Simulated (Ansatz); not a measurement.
# C₂H₅Cl₃Sn: one species, many methods

One table from this session's results is given with a row withheld; the runs are named, their logs left out.

Method: functionals in def2-TZVPP, the program's frozen cores in correlated methods; program: Ansatz 0.2.0, Gaussian basis.

Plan: LDA (SPW92), PBE-D4, revPBE-D4, BLYP-D4, r2SCAN-D4, B97M-V, PBE0-D4, B3LYP-D4, r2SCANh-D4, r2SCAN0-D4, HSE06-D4, BHLYP-D4, CAM-B3LYP-D4, LC-ωPBE, ωB97X-V, ωB97M-V, B2PLYP, PBE-QIDH; CCSD(T)/def2-SVP; CCSD(T)/def2-TZVPP; CCSD(T)/def2-QZVPP; extrapolation to the limit; RPA on PBE.

### The geometry

The geometry comes from an earlier relaxation with PBE0-D4 in a triple-zeta def2 set; it is a stationary point, not always the lowest conformer. Sn takes the def2 core potential; no spin-orbit term is included.

11 atoms, charge 0, spin multiplicity 1.

Atoms are counted from 1 here; the program's logs count them from 0.

Bond lengths: C1–C2 1.519 Å, C1–H7 1.092 Å, C1–H8 1.092 Å, C1–H9 1.093 Å, C2–Sn3 2.131 Å, C2–H10 1.092 Å, C2–H11 1.092 Å, Sn3–Cl4 2.314 Å, Sn3–Cl5 2.314 Å, Sn3–Cl6 2.311 Å. Angles: C2–C1–H7 111.8°, C2–C1–H8 111.8°, C2–C1–H9 110.1°, H7–C1–H8 107.9°, H7–C1–H9 107.6°, H8–C1–H9 107.6°, C1–C2–Sn3 112.0°, C1–C2–H10 112.6°, C1–C2–H11 112.6°, Sn3–C2–H10 105.6°, Sn3–C2–H11 105.6°, H10–C2–H11 108.1°, C2–Sn3–Cl4 111.3°, C2–Sn3–Cl5 111.3°, C2–Sn3–Cl6 113.7°, Cl4–Sn3–Cl5 106.3°, Cl4–Sn3–Cl6 106.9°, Cl5–Sn3–Cl6 106.9°.

The first run:

Input file in.yaml:

```yaml
crystal:
  periodic: [false, false, false]
  atoms:
    - {symbol: C, position_ang: [0.689745, -1.378922, 0.274519]}
    - {symbol: C, position_ang: [0.032861, -0.144539, 0.867405]}
    - {symbol: Sn, position_ang: [-0.588149, 1.228472, -0.638912]}
    - {symbol: Cl, position_ang: [-2.104514, 0.255391, -2.091168]}
    - {symbol: Cl, position_ang: [1.200271, 1.921777, -1.933629]}
    - {symbol: Cl, position_ang: [-1.589599, 3.135114, 0.200187]}
    - {symbol: H, position_ang: [1.581100, -1.125383, -0.302942]}
    - {symbol: H, position_ang: [0.008510, -1.924388, -0.381722]}
    - {symbol: H, position_ang: [0.996141, -2.060660, 1.072350]}
    - {symbol: H, position_ang: [0.706443, 0.417772, 1.517082]}
    - {symbol: H, position_ang: [-0.867606, -0.381633, 1.437432]}
basis:
  gaussian: {orbitals: def2-TZVPP}
hamiltonian: {xc: lda}
output: {orbitals: {seedname: orbitals}}
```

Among the steps run: LDA; PBE-D4 (GGA); revPBE-D4 (GGA); BLYP-D4 (GGA); r2SCAN-D4 (meta-GGA); B97M-V (meta-GGA); PBE0-D4 (hybrid); B3LYP-D4 (hybrid); r2SCANh-D4 (hybrid); r2SCAN0-D4 (hybrid); HSE06-D4 (hybrid); BHLYP-D4 (hybrid); CAM-B3LYP-D4 (range-separated); LC-ωPBE (range-separated); ωB97X-V (range-separated); ωB97M-V (range-separated); B2PLYP (double hybrid); PBE-QIDH (double hybrid).

One table of the session follows, with a row left open; its other results are not shown here.

It belongs to the step «Orbital energies across the functionals». 

| functional | HOMO (eV) | LUMO (eV) | gap (eV) |
| --- | --- | --- | --- |
| LDA (SPW92) | -7.63 | -3.16 | 4.46 |
| PBE-D4 | -7.48 | -2.86 | 4.62 |
| revPBE-D4 | -7.43 | -2.76 | 4.67 |
| BLYP-D4 | -7.33 | -2.79 | 4.54 |
| r2SCAN-D4 | -7.79 | -2.67 | 5.12 |
| B97M-V | -7.85 | -2.57 | 5.28 |
| PBE0-D4 | -8.71 | -1.95 | 6.76 |
| B3LYP-D4 | -8.48 | -2.24 | 6.24 |
| r2SCANh-D4 | ? | ? | ? |
| r2SCAN0-D4 | -8.91 | -1.83 | 7.08 |
| HSE06-D4 | -8.32 | -2.32 | 6.00 |
| BHLYP-D4 | -9.81 | -0.95 | 8.86 |
| CAM-B3LYP-D4 | -10.00 | -0.94 | 9.05 |
| LC-ωPBE | -11.33 | 0.29 | 11.61 |
| ωB97X-V | -10.97 | 0.18 | 11.15 |
| ωB97M-V | -10.81 | 0.07 | 10.88 |

**Question.** Estimate the row for r2SCANh-D4.

Worked estimate for «HOMO (eV)». Against the share of exact exchange, r2SCAN-D4 (0, -7.79), r2SCAN0-D4 (0.25, -8.91) give a slope of -4.48 per unit share; at 0.1 the line stands at -8.24.

**Answer.** HOMO (eV): -8.23; LUMO (eV): -2.34; gap (eV): 5.90. In «HOMO (eV)» the line misses by -0.01.
